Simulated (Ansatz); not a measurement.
**CH10AlBSi2: up Jacob's ladder to CCSD(T)**

One table from this session's results is given with a row withheld; the runs are named, their logs left out.

Method: functionals in def2-TZVPP, the program's frozen cores in correlated methods; program: Ansatz 0.2.0, Gaussian basis.

Levels to be run: LDA (SPW92), PBE-D4, revPBE-D4, BLYP-D4, r2SCAN-D4, B97M-V, PBE0-D4, B3LYP-D4, r2SCANh-D4, r2SCAN0-D4, HSE06-D4, BHLYP-D4, CAM-B3LYP-D4, LC-ωPBE, ωB97X-V, ωB97M-V, B2PLYP, PBE-QIDH; CCSD(T)/def2-SVP; CCSD(T)/def2-TZVPP; MP2/def2-QZVPP; extrapolation to the limit; RPA on PBE.

## Structure used throughout

The geometry comes from an earlier relaxation with PBE0-D4 in a triple-zeta def2 set; it is a stationary point, not always the lowest conformer.

SMILES `CB[SiH2][SiH2][AlH2]`, 15 atoms, charge 0, spin multiplicity 1.

Atoms are counted from 1 here; the program's logs count them from 0.

Bond lengths: C1–B2 1.562 Å, C1–H6 1.103 Å, C1–H7 1.102 Å, C1–H8 1.095 Å, B2–Si3 2.002 Å, B2–H9 1.198 Å, Si3–Si4 2.353 Å, Si3–H10 1.488 Å, Si3–H11 1.495 Å, Si4–Al5 2.452 Å, Si4–H12 1.492 Å, Si4–H13 1.492 Å, Al5–H14 1.590 Å, Al5–H15 1.589 Å. Angles: B2–C1–H6 115.8°, B2–C1–H7 107.3°, B2–C1–H8 113.0°, H6–C1–H7 109.7°, H6–C1–H8 106.6°, H7–C1–H8 103.7°, C1–B2–Si3 118.4°, C1–B2–H9 117.5°, Si3–B2–H9 123.8°, B2–Si3–Si4 101.1°, B2–Si3–H10 117.7°, B2–Si3–H11 108.3°, Si4–Si3–H10 114.6°, Si4–Si3–H11 105.2°, H10–Si3–H11 109.0°, Si3–Si4–Al5 103.7°, Si3–Si4–H12 109.6°, Si3–Si4–H13 109.0° and more.

As a file:

```csv
atom,x (Å),y (Å),z (Å)
C1,-1.44888,-0.19781,1.01788
B2,-0.04685,-0.35785,1.68867
Si3,1.48329,-0.98092,0.55748
Si4,1.45660,0.62375,-1.16285
Al5,-0.91755,0.81469,-1.74430
H6,-1.57018,-0.68411,0.03587
H7,-1.64668,0.88221,0.92474
H8,-2.26845,-0.55904,1.64865
H9,0.06842,0.01060,2.82296
H10,2.80514,-1.15928,1.21743
H11,1.08960,-2.26498,-0.09880
H12,2.31403,0.16070,-2.29276
H13,2.03240,1.89962,-0.64592
H14,-1.62675,-0.36473,-2.53977
H15,-1.74613,2.12654,-1.39990
```

The first run:

File in.yaml:

```yaml
crystal:
  periodic: [false, false, false]
  atoms:
    - {symbol: C, position_ang: [-1.448880, -0.197807, 1.017879]}
    - {symbol: B, position_ang: [-0.046849, -0.357846, 1.688675]}
    - {symbol: Si, position_ang: [1.483292, -0.980917, 0.557483]}
    - {symbol: Si, position_ang: [1.456602, 0.623754, -1.162847]}
    - {symbol: Al, position_ang: [-0.917551, 0.814690, -1.744296]}
    - {symbol: H, position_ang: [-1.570181, -0.684113, 0.035870]}
    - {symbol: H, position_ang: [-1.646685, 0.882209, 0.924744]}
    - {symbol: H, position_ang: [-2.268452, -0.559040, 1.648649]}
    - {symbol: H, position_ang: [0.068415, 0.010600, 2.822956]}
    - {symbol: H, position_ang: [2.805145, -1.159280, 1.217426]}
    - {symbol: H, position_ang: [1.089602, -2.264984, -0.098796]}
    - {symbol: H, position_ang: [2.314028, 0.160702, -2.292757]}
    - {symbol: H, position_ang: [2.032397, 1.899616, -0.645917]}
    - {symbol: H, position_ang: [-1.626752, -0.364727, -2.539767]}
    - {symbol: H, position_ang: [-1.746131, 2.126541, -1.399902]}
basis:
  gaussian: {orbitals: def2-TZVPP}
hamiltonian: {xc: lda}
output: {orbitals: {seedname: orbitals}}
```

Steps of the session up to this table: LDA; PBE-D4 (GGA); revPBE-D4 (GGA); BLYP-D4 (GGA); r2SCAN-D4 (meta-GGA); B97M-V (meta-GGA); PBE0-D4 (hybrid); B3LYP-D4 (hybrid); r2SCANh-D4 (hybrid); r2SCAN0-D4 (hybrid); HSE06-D4 (hybrid); BHLYP-D4 (hybrid); CAM-B3LYP-D4 (range-separated); LC-ωPBE (range-separated); ωB97X-V (range-separated); ωB97M-V (range-separated); B2PLYP (double hybrid); PBE-QIDH (double hybrid).

One of the session's tables, all rows but one given; the rest of the session is left out.

It belongs to the step «Frontier levels by functional». 

| functional | HOMO (eV) | LUMO (eV) | gap (eV) |
| --- | --- | --- | --- |
| LDA (SPW92) | -6.31 | -3.34 | 2.98 |
| PBE-D4 | -6.22 | -3.11 | 3.12 |
| revPBE-D4 | -6.18 | -3.01 | 3.18 |
| BLYP-D4 | -6.05 | -2.92 | 3.14 |
| r2SCAN-D4 | -6.44 | -2.83 | 3.61 |
| B97M-V | -6.54 | -2.95 | 3.59 |
| PBE0-D4 | -7.20 | -2.18 | 5.03 |
| B3LYP-D4 | -7.00 | -2.35 | 4.65 |
| r2SCANh-D4 | -6.80 | -2.50 | 4.29 |
| r2SCAN0-D4 | -7.34 | -2.03 | 5.31 |
| HSE06-D4 | ? | ? | ? |
| BHLYP-D4 | -8.06 | -1.13 | 6.93 |
| CAM-B3LYP-D4 | -8.38 | -1.06 | 7.33 |
| LC-ωPBE | -9.66 | 0.05 | 9.71 |
| ωB97X-V | -9.35 | -0.05 | 9.30 |
| ωB97M-V | -9.11 | -0.30 | 8.82 |

**Question.** Estimate the row for HSE06-D4.

**Answer.** HOMO (eV): -6.82; LUMO (eV): -2.56; gap (eV): 4.26. In the column «HOMO (eV)» it lies between B3LYP-D4 (-7.00) and r2SCANh-D4 (-6.80).
